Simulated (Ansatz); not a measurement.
# AlCl2F (SMILES [F][Al]([Cl])[Cl]): CCSD(T)/STO-3G

Aim: the vertical electron affinity of AlCl2F at CCSD(T)/STO-3G, from 2 runs. 

Program for the calculation: Ansatz 0.2.0.

61 further runs of the same task are left out: 5 that didn't finish, 56 set aside as unsound or not needed.

## Step 1: The molecule

AlCl2F has 4 atoms, charge 0, and is taken as a singlet. SMILES: `[F][Al]([Cl])[Cl]`. The coordinates come from a PBE0-D4/def2-TZVP relaxation.

Bond lengths: F1–Al2 1.633 Å, Al2–Cl3 2.065 Å, Al2–Cl4 2.065 Å. Angles: F1–Al2–Cl3 119.2°, F1–Al2–Cl4 119.2°, Cl3–Al2–Cl4 121.5°.

## Step 2: A single-point energy at CCSD(T)/STO-3G

The input, run.yaml:

```yaml
crystal:
  periodic: [false, false, false]
  atoms:
    - {symbol: F, position_ang: [0.087420, 0.388220, 1.682350]}
    - {symbol: Al, position_ang: [0.004800, 0.021530, 0.093600]}
    - {symbol: Cl, position_ang: [1.223040, -1.463690, -0.663450]}
    - {symbol: Cl, position_ang: [-1.315270, 1.053930, -1.112510]}
basis:
  gaussian: {orbitals: STO-3G}
scf: {omitted_lower_state_checks: [cluster_reference, increment]}
correlation: {method: ccsd_t, frozen_orbitals: {Al: 5, Cl: 5, F: 1}}
accuracy: high
magnetization: {spin_polarized: false}
```

Started as:

```bash
$ ansatz run run.yaml --threads 1 --pin off --max-ram 3480MiB --events-out events.jsonl --progress --plain --runs-dir runs
```

Output, cut to the lines that bear on the results:

```text
Warning: RAYON_NUM_THREADS=1 ignored (pool sized by the plan → 1); use --threads N
Functional definition: HF
  name "HF"
[...]
603 factors; integrals over basis functions are off by at most 2.8e-8 eV
[...]
mean field -33917.39838949 eV, -1246.4414007754 hartree, gradient 6.1e-8 eV, S^2 0.000000; 0 other end points of the search recorded, 0 dependent functions left out
16 core orbitals not correlated: weight in the atoms' cores, before any rotation towards them, 0.999 or more for the frozen orbitals, at most 0.000 for the correlated occupied ones
reference -33917.39838949 eV, -1246.4414007754 hartree; 12, 12 occupied and 4, 4 virtual orbitals, 603 factors
second order -1.29914723 eV of doubles, -0.00000000 eV of singles
cycle   1  -1.38504264 eV  change   -8.6e-2 eV  update   7.2e-2
[...]
cycle  18  -1.53752772 eV  change   7.7e-12 eV  update   2.6e-9
perturbative correction -0.11518438 eV, -0.0042329479 hartree
Total energy: -33919.05110159 eV, -1246.5021368247 hartree
Checks for a lower state left out: cluster_reference, increment
```

Run time: 0.38 s. Hardware: 1 thread of Arm Neoverse V1, shared host.

## Step 3: The doublet anion, same level

The input, run.yaml:

```yaml
crystal:
  periodic: [false, false, false]
  atoms:
    - {symbol: F, position_ang: [0.087420, 0.388220, 1.682350]}
    - {symbol: Al, position_ang: [0.004800, 0.021530, 0.093600]}
    - {symbol: Cl, position_ang: [1.223040, -1.463690, -0.663450]}
    - {symbol: Cl, position_ang: [-1.315270, 1.053930, -1.112510]}
basis:
  gaussian:
    orbitals: STO-3G
total_charge: -1
magnetization:
  spin_polarized: true
  initial_magnetization: 1
correlation:
  method: ccsd_t
  frozen_orbitals: {Al: 5, Cl: 5, F: 1}
accuracy: high
scf:
  omitted_lower_state_checks: [cluster_reference, increment]
```

Started as:

```bash
$ ansatz run run.yaml --threads 1 --pin off --max-ram 3480MiB --events-out events.jsonl --progress --plain --runs-dir runs
```

Output, cut to the lines that bear on the results:

```text
Warning: RAYON_NUM_THREADS=1 ignored (pool sized by the plan → 1); use --threads N
[... 2 set-up lines as earlier in the session ...]
[...]
603 factors; integrals over basis functions are off by at most 2.8e-8 eV
[...]
mean field -33910.71170509 eV, -1246.1956696560 hartree, gradient 6.4e-8 eV, S^2 0.750809; 4 other end points of the search recorded, 0 dependent functions left out
16 core orbitals not correlated: weight in the atoms' cores, before any rotation towards them, 0.999 or more for the frozen orbitals, at most 0.000 for the correlated occupied ones
reference -33910.71170509 eV, -1246.1956696560 hartree; 13, 12 occupied and 3, 4 virtual orbitals, 603 factors
second order -0.87133478 eV of doubles, -0.00000000 eV of singles
cycle   1  -0.96285264 eV  change   -9.2e-2 eV  update   5.4e-2
[...]
cycle  31  -1.08742397 eV  change   5.0e-10 eV  update   1.4e-9
perturbative correction -0.05847255 eV, -0.0021488265 hartree
Total energy: -33911.85760161 eV, -1246.2377805764 hartree
Checks for a lower state left out: cluster_reference, increment
```

Wall time 1.3 s (1 thread of Arm Neoverse V1, shared host); peak memory 0.1 GiB.

## Step 4: Summary of results

Level: CCSD(T)/STO-3G, 16 core orbitals frozen.

```
                                                    quantity           value
                                singlet AlCl2F: total energy  -1246.50214 Eh
singlet AlCl2F: correlation energy (16 core orbitals frozen)       -60.7 mEh
                              singlet AlCl2F: (T) correction       -4.23 mEh
                               singlet AlCl2F: T1 diagnostic           0.012
                                 doublet anion: total energy  -1246.23778 Eh
 doublet anion: correlation energy (16 core orbitals frozen)       -42.1 mEh
                               doublet anion: (T) correction       -2.15 mEh
            doublet anion: ⟨S²⟩ of the reference determinant           0.751
                                doublet anion: T1 diagnostic           0.056
           vertical electron affinity (to the doublet anion)       -7.193 eV
```

**Reading.** The anion lies 7.19 eV (166 kcal/mol) above the neutral: the electron isn't bound at this level, and such a value depends on the basis. Without diffuse functions anions come out too high. In a minimal basis such a difference can be off by several eV, whatever the method. The triples (singlet AlCl2F) make up 7.0 % of the correlation energy. The T1 diagnostic (doublet anion) of 0.056 is above the customary mark for such species, so a single reference may not serve. The triples (doublet anion) make up 5.1 % of the correlation energy.
